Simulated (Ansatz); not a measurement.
Consider cell relaxations under several functionals of WC, space group Fm-3m (Ansatz 0.2.0, Python API).

`wc.py`:
```python
import ansatz as az
import numpy as np
from pymatgen.core import Lattice, Structure
from pymatgen.io.ase import AseAtomsAdaptor

def edges_and_angles(cell):
    cell = np.asarray(cell)
    a, b, c = np.linalg.norm(cell, axis=1)
    cosines = cell[1] @ cell[2] / (b * c), cell[0] @ cell[2] / (a * c), cell[0] @ cell[1] / (a * b)
    return (a, b, c, *np.degrees(np.arccos(cosines)))

pmg_structure = Structure(
    Lattice([[0.0, 2.192684, 2.192684], [2.192684, 0.0, 2.192684], [2.192684, 2.192684, 0.0]]),
    ['W', 'C'],
    [
        [0.0, 0.0, 0.0],
        [0.5, 0.5, 0.5],
    ],
)
system = az.Crystal.from_ase(AseAtomsAdaptor.get_atoms(pmg_structure))

calc = (
    system.calculation()
    .kpoints(11)
    .occupations('gaussian')
    .relax(cell=True, force_tolerance=0.005)
)

levels = [('lda', 'none'), ('pbesol', 'd3bj'), ('blyp', 'd3bj')]
print('level            a       b       c    alpha   beta  gamma  V/atom  steps')
for name, dispersion in levels:
    seen = []
    run = calc.functional(name, dispersion=dispersion).session().plan()
    result = run.execute(on_event=lambda e: seen.append(e) if e['event'] == 'relax_step' else None)
    cell = result.lattice.cell_ang
    label = name if dispersion == 'none' else f'{name}+{dispersion}'
    print('{:13s} {:7.4f} {:7.4f} {:7.4f} {:6.2f} {:6.2f} {:6.2f}'.format(label, *edges_and_angles(cell)), f'{abs(np.linalg.det(cell)) / len(result.lattice.sites):7.3f} {len(seen):5d}')
```

Rank the levels of theory by the volume of the relaxed cell.

From smallest to largest: PBEsol+D3BJ (10.07 Å³ an atom, -4.4 % against the start), LDA (10.10 Å³ an atom, -4.2 % against the start) and BLYP+D3BJ (10.39 Å³ an atom, -1.4 % against the start). The spread is 3.2 % in volume.

The output:

Output of `python wc.py`:
```text
level            a       b       c    alpha   beta  gamma  V/atom  steps
DeckWarning: basis.ecutwfc = 420 eV, auto-derived from the records' recommended cutoffs: set by W (normal level)
lda            3.0568  3.0568  3.0568  60.00  60.00  60.00  10.099     7
pbesol+d3bj    3.0543  3.0543  3.0543  60.00  60.00  60.00  10.074     7
blyp+d3bj      3.0862  3.0862  3.0862  60.00  60.00  60.00  10.393     5
```
(Warnings from the package without file and line.)

Reading the output:
- Forces vanish by symmetry, so the ions can't move, and the end may be a saddle.
- BLYP and dispersion corrections can be off by several per cent in the lattices of metals, and by several GPa in the pressure at a fixed cell.
- For a metal this k-point mesh is coarse: on a finer one energies can move by several to tens of meV an atom and pressures by half a GPa or more, differences at one mesh by less.
- Edges and angles are those of the cell as typed, here a primitive one, not of the conventional cell.
- Spin-orbit coupling, which matters for elements this heavy, is left out.
- The structure comes from a database of computed cells and needn't be a stable or known phase.
- Wall time of the script: 20 s on 1 thread of Intel(R) Xeon(R) Processor @ 2.30GHz, with other jobs on the host, peak memory 0.59 GiB.
